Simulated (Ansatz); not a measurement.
# GeH2OS: how energies converge with the basis set

The task here is to estimate one member of a computed series from the others.

The runs use Ansatz 0.2.0, Gaussian basis; one geometry, several basis sets.

The runs, in order: PBE0-D4/def2-SVP; ωB97M-V/def2-SVP; PBE0-D4/def2-QZVPP; ωB97M-V/def2-QZVPP; the functionals' def2-TZVPP values are taken from earlier runs.

### The relaxed structure

An earlier PBE0-D4 in a triple-zeta def2 set relaxation fixed the geometry.

SMILES `[OH][Ge][SH]`, 5 atoms, charge 0, spin multiplicity 1.

Atoms are counted from 1 here; the program's logs count them from 0.

Bond lengths: O1–Ge2 1.782 Å, O1–H4 0.961 Å, Ge2–S3 2.260 Å, S3–H5 1.343 Å. Angles: Ge2–O1–H4 117.4°, O1–Ge2–S3 97.9°, Ge2–S3–H5 93.6°.

Set-up of the first run:

in.yaml reads:

```yaml
crystal:
  periodic: [false, false, false]
  atoms:
    - {symbol: O, position_ang: [-1.346040, -1.001263, 0.399812]}
    - {symbol: Ge, position_ang: [-0.897419, 0.628925, -0.164199]}
    - {symbol: S, position_ang: [1.343253, 0.336538, -0.206293]}
    - {symbol: H, position_ang: [-0.632530, -1.625174, 0.561369]}
    - {symbol: H, position_ang: [1.582736, 1.587373, -0.632091]}
basis:
  gaussian: {orbitals: def2-SVP}
hamiltonian: {xc: pbe0, dispersion: d4}
output: {orbitals: {seedname: orbitals}}
```

Launch:

```bash
> ansatz run in.yaml --threads 2 --pin off --events-out ev --progress --plain --max-ram 32768MiB --backend cpu
```

Steps of the session up to this table: PBE0-D4 in def2-SVP; ωB97M-V in def2-SVP; PBE0-D4 in def2-QZVPP; ωB97M-V in def2-QZVPP.

One of the session's tables, all rows but one given; the rest of the session is left out.

It belongs to the step «Density functionals: the series». 

| functional | basis | HOMO (eV) | LUMO (eV) |
| --- | --- | --- | --- |
| PBE0-D4 | def2-SVP | ? | ? |
| PBE0-D4 | def2-TZVPP | -7.35 | -1.99 |
| PBE0-D4 | def2-QZVPP | -7.40 | -2.06 |
| ωB97M-V | def2-SVP | -9.26 | 0.15 |
| ωB97M-V | def2-TZVPP | -9.40 | -0.05 |
| ωB97M-V | def2-QZVPP | -9.47 | -0.19 |

**Question.** Estimate the row for PBE0-D4, def2-SVP.

As computed: HOMO (eV): -7.25; LUMO (eV): -1.84. In the column «HOMO (eV)» it is the highest.
